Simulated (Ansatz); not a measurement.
# ScSi2: the cost of one run

Computed with Ansatz 0.2.0 (DFT r2SCAN, scalar-relativistic, plane waves, PAW, unless a step's input says otherwise).

4 further runs of the same task are left out: 1 that didn't finish, 3 set aside as unsound or not needed.

### Step 1. The structure to begin with

The structure is hexagonal, space group P6/mmm (No. 191). Conventional cell: a = 3.660 Å, b = 3.660 Å, c = 3.870 Å, α = 90.00°, β = 90.00°, γ = 120.00°. Around Sc (site symmetry 6/mmm) lie 12 Si at 2.87 Å. Around Si (site symmetry -6m2) lie 3 Si at 2.11 Å and 6 Sc at 2.87 Å.

As a file:

```cif
data_structure
_symmetry_space_group_name_H-M 'P6/mmm'
_symmetry_Int_Tables_number 191
_cell_length_a 3.6600
_cell_length_b 3.6600
_cell_length_c 3.8700
_cell_angle_alpha 90.000
_cell_angle_beta 90.000
_cell_angle_gamma 120.000
_cell_volume 44.90
loop_
_atom_site_label
_atom_site_type_symbol
_atom_site_symmetry_multiplicity
_atom_site_Wyckoff_symbol
_atom_site_fract_x
_atom_site_fract_y
_atom_site_fract_z
_atom_site_occupancy
Sc1 Sc 1 a 0.00000 0.00000 0.00000 1
Si1 Si 2 d 0.33333 0.66667 0.50000 1
```

Source of the structure: the Crystallography Open Database.

(A quick probe on a coarse mesh, which set the mesh and smearing, is not shown.)

### Step 3. A loose first relaxation

File input.yaml:

```yaml
crystal:
  lattice:
    - [3.66, 0.0, 0.0]
    - [-1.83, 3.1696529779, 0.0]
    - [0.0, 0.0, 3.87]
  atoms:
    - { symbol: Sc, position: [0.0, 0.0, 0.0] }
    - { symbol: Si, position: [0.3333333333, 0.6666666667, 0.5] }
    - { symbol: Si, position: [0.6666666667, 0.3333333333, 0.5] }
basis:
  ecutwfc: 500
kpoints:
  mp_grid: { grid: [6, 6, 6] }
hamiltonian:
  xc: r2scan
scf:
  occupations: { method: gaussian, width: 0.1 }
output:
  forces: true
  stress: true
  eigenvalues: true
relax:
  adjacent_minimum: "off"
  f_tol: 0.05
  max_steps: 70
  cell: { stress_tol: 0.5 }
```

Launch:

```bash
> ansatz run input.yaml --threads 2 --pin off --max-ram 5120MiB --backend cpu --events-out ev --progress --plain --runs-dir out
```

What time and memory should one allow on 2 threads of Intel Xeon Platinum 8259CL at 2.50GHz (Skylake/Cascade Lake), shared host?

About 13 s, with a peak of 0.53 GiB.
